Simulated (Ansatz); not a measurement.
# C₂H₉B₂N: how energies converge with the basis set

One table from this session's results is given with a row withheld; the runs are named, their logs left out.

Method: one geometry, several basis sets; program: Ansatz 0.2.0, Gaussian basis.

Levels to be run: PBE0-D4/def2-SVP; ωB97M-V/def2-SVP; PBE0-D4/def2-QZVPP; ωB97M-V/def2-QZVPP; the functionals' def2-TZVPP values are taken from earlier runs.

## Structure used throughout

All runs share one geometry, relaxed beforehand with PBE0-D4 in a triple-zeta def2 set.

SMILES `BN(B)CC`, 14 atoms, charge 0, spin multiplicity 1.

Atoms are counted from 1 here; the program's logs count them from 0.

Bond lengths: B1–N2 1.418 Å, B1–H6 1.199 Å, B1–H7 1.193 Å, N2–B3 1.418 Å, N2–C4 1.468 Å, B3–H8 1.199 Å, B3–H9 1.193 Å, C4–C5 1.515 Å, C4–H10 1.092 Å, C4–H11 1.092 Å, C5–H12 1.093 Å, C5–H13 1.092 Å, C5–H14 1.093 Å. Angles: N2–B1–H6 119.1°, N2–B1–H7 119.2°, H6–B1–H7 121.7°, B1–N2–B3 121.0°, B1–N2–C4 119.5°, B3–N2–C4 119.5°, N2–B3–H8 119.1°, N2–B3–H9 119.2°, H8–B3–H9 121.7°, N2–C4–C5 111.8°, N2–C4–H10 108.6°, N2–C4–H11 108.6°, C5–C4–H10 110.1°, C5–C4–H11 110.1°, H10–C4–H11 107.5°, C4–C5–H12 110.7°, C4–C5–H13 110.8°, C4–C5–H14 110.7° and more.

The first run:

Contents of in.yaml:

```yaml
crystal:
  periodic: [false, false, false]
  atoms:
    - {symbol: B, position_ang: [-0.931792, -0.269935, 1.552974]}
    - {symbol: N, position_ang: [-0.222414, -0.584487, 0.365675]}
    - {symbol: B, position_ang: [0.694907, -1.665537, 0.326764]}
    - {symbol: C, position_ang: [-0.418654, 0.240591, -0.832547]}
    - {symbol: C, position_ang: [0.542356, 1.410612, -0.872768]}
    - {symbol: H, position_ang: [-1.702431, 0.648134, 1.545748]}
    - {symbol: H, position_ang: [-0.749420, -0.927254, 2.531453]}
    - {symbol: H, position_ang: [1.272255, -1.903721, -0.696317]}
    - {symbol: H, position_ang: [0.869406, -2.316447, 1.310950]}
    - {symbol: H, position_ang: [-0.281710, -0.388781, -1.714691]}
    - {symbol: H, position_ang: [-1.449770, 0.600924, -0.842092]}
    - {symbol: H, position_ang: [1.577610, 1.060237, -0.875744]}
    - {symbol: H, position_ang: [0.382164, 2.012392, -1.770257]}
    - {symbol: H, position_ang: [0.404493, 2.054071, -0.000148]}
basis:
  gaussian: {orbitals: def2-SVP}
hamiltonian: {xc: pbe0, dispersion: d4}
output: {orbitals: {seedname: orbitals}}
```

Among the steps run: PBE0-D4 in def2-SVP; ωB97M-V in def2-SVP; PBE0-D4 in def2-QZVPP; ωB97M-V in def2-QZVPP.

One of the session's tables, all rows but one given; the rest of the session is left out.

It belongs to the step «Density functionals: the series». 

| functional | basis | HOMO (eV) |
| --- | --- | --- |
| PBE0-D4 | def2-SVP | ? |
| PBE0-D4 | def2-TZVPP | -8.69 |
| PBE0-D4 | def2-QZVPP | -8.69 |
| ωB97M-V | def2-SVP | -11.00 |
| ωB97M-V | def2-TZVPP | -11.00 |
| ωB97M-V | def2-QZVPP | -11.00 |

Q: Estimate the row for PBE0-D4, def2-SVP from the others.

As computed: HOMO (eV): -8.70. In the column «HOMO (eV)» it lies between ωB97M-V, def2-QZVPP (-11.00) and PBE0-D4, def2-TZVPP (-8.69).
